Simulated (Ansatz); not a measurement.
# C₆H₁₀O₂: one species, many methods

One table from this session's results is given with a row withheld; the runs are named, their logs left out.

Computed with Ansatz 0.2.0, Gaussian basis. Level: functionals in def2-TZVPP, the program's frozen cores in correlated methods.

Levels to be run: LDA (SPW92), PBE-D4, revPBE-D4, BLYP-D4, r2SCAN-D4, B97M-V, PBE0-D4, B3LYP-D4, r2SCANh-D4, r2SCAN0-D4, HSE06-D4, BHLYP-D4, CAM-B3LYP-D4, LC-ωPBE, ωB97X-V, ωB97M-V, B2PLYP, PBE-QIDH; CCSD(T)/def2-SVP; CCSD(T)/def2-TZVPP; MP2/def2-QZVPP; extrapolation to the limit; RPA on PBE.

### The geometry

All runs share one geometry, relaxed beforehand with PBE0-D4 in a triple-zeta def2 set.

SMILES `COC(=O)C1CCC1`, 18 atoms, charge 0, spin multiplicity 1.

Atoms are counted from 1 here; the program's logs count them from 0.

Bond lengths: C1–O2 1.424 Å, C1–H9 1.091 Å, C1–H10 1.088 Å, C1–H11 1.091 Å, O2–C3 1.340 Å, C3–O4 1.203 Å, C3–C5 1.496 Å, C5–C6 1.545 Å, C5–C8 1.546 Å, C5–H12 1.090 Å, C6–C7 1.538 Å, C6–H13 1.091 Å, C6–H14 1.090 Å, C7–C8 1.538 Å, C7–H15 1.090 Å, C7–H16 1.092 Å, C8–H17 1.091 Å, C8–H18 1.090 Å. Angles: O2–C1–H9 110.6°, O2–C1–H10 105.9°, O2–C1–H11 110.6°, H9–C1–H10 110.5°, H9–C1–H11 108.7°, H10–C1–H11 110.5°, C1–O2–C3 115.2°, O2–C3–O4 123.2°, O2–C3–C5 112.2°, O4–C3–C5 124.6°, C3–C5–C6 116.9°, C3–C5–C8 116.7°, C3–C5–H12 110.4°, C6–C5–C8 87.5°, C6–C5–H12 111.9°, C8–C5–H12 111.7°, C5–C6–C7 88.7°, C5–C6–H13 109.8° and more.

Set-up of the first run:

in.yaml reads:

```yaml
crystal:
  periodic: [false, false, false]
  atoms:
    - {symbol: C, position_ang: [0.838765, -2.833018, -1.325823]}
    - {symbol: O, position_ang: [-0.043344, -1.918428, -0.683805]}
    - {symbol: C, position_ang: [0.470294, -0.704378, -0.442277]}
    - {symbol: O, position_ang: [1.593702, -0.393191, -0.741288]}
    - {symbol: C, position_ang: [-0.508487, 0.199669, 0.237430]}
    - {symbol: C, position_ang: [-0.690512, 1.611177, -0.364614]}
    - {symbol: C, position_ang: [-0.726315, 2.178039, 1.065039]}
    - {symbol: C, position_ang: [-0.032223, 0.888967, 1.537198]}
    - {symbol: H, position_ang: [1.726212, -3.003988, -0.714793]}
    - {symbol: H, position_ang: [0.275629, -3.755849, -1.446470]}
    - {symbol: H, position_ang: [1.152288, -2.446953, -2.296794]}
    - {symbol: H, position_ang: [-1.462688, -0.308911, 0.376359]}
    - {symbol: H, position_ang: [0.218834, 1.909118, -0.889317]}
    - {symbol: H, position_ang: [-1.553762, 1.769772, -1.011740]}
    - {symbol: H, position_ang: [-0.219901, 3.125820, 1.249868]}
    - {symbol: H, position_ang: [-1.747952, 2.246194, 1.444854]}
    - {symbol: H, position_ang: [1.054035, 0.993650, 1.524502]}
    - {symbol: H, position_ang: [-0.344564, 0.442319, 2.481667]}
basis:
  gaussian: {orbitals: def2-TZVPP}
hamiltonian: {xc: lda}
output: {orbitals: {seedname: orbitals}}
```

The run is started by

```sh
$ ansatz run in.yaml --threads 2 --pin off --events-out ev --progress --plain --max-ram 32768MiB --backend cuda --devices 0, --max-vram 18GiB
```

Among the steps run: LDA; PBE-D4 (GGA); revPBE-D4 (GGA); BLYP-D4 (GGA); r2SCAN-D4 (meta-GGA); B97M-V (meta-GGA); PBE0-D4 (hybrid); B3LYP-D4 (hybrid); r2SCANh-D4 (hybrid); r2SCAN0-D4 (hybrid); HSE06-D4 (hybrid); BHLYP-D4 (hybrid); CAM-B3LYP-D4 (range-separated); LC-ωPBE (range-separated); ωB97X-V (range-separated); ωB97M-V (range-separated); B2PLYP (double hybrid); PBE-QIDH (double hybrid).

One of the session's tables, all rows but one given; the rest of the session is left out.

It belongs to the step «Frontier levels by functional». 

| functional | HOMO (eV) | gap (eV) |
| --- | --- | --- |
| LDA (SPW92) | -6.48 | 5.30 |
| PBE-D4 | -6.25 | 5.35 |
| revPBE-D4 | -6.16 | 5.36 |
| BLYP-D4 | -6.15 | 5.37 |
| r2SCAN-D4 | -6.56 | 5.90 |
| B97M-V | -6.72 | 6.15 |
| PBE0-D4 | -7.88 | 8.09 |
| B3LYP-D4 | -7.63 | 7.56 |
| r2SCANh-D4 | -7.18 | 6.93 |
| r2SCAN0-D4 | -8.11 | 8.46 |
| HSE06-D4 | -7.47 | 7.29 |
| BHLYP-D4 | -9.46 | 10.85 |
| CAM-B3LYP-D4 | -9.38 | 10.75 |
| LC-ωPBE | ? | ? |
| ωB97X-V | -10.36 | 12.90 |
| ωB97M-V | -10.32 | 12.71 |

Estimate the missing values for LC-ωPBE.

The run gave: HOMO (eV): -10.68; gap (eV): 13.33. In the column «HOMO (eV)» it is the lowest.
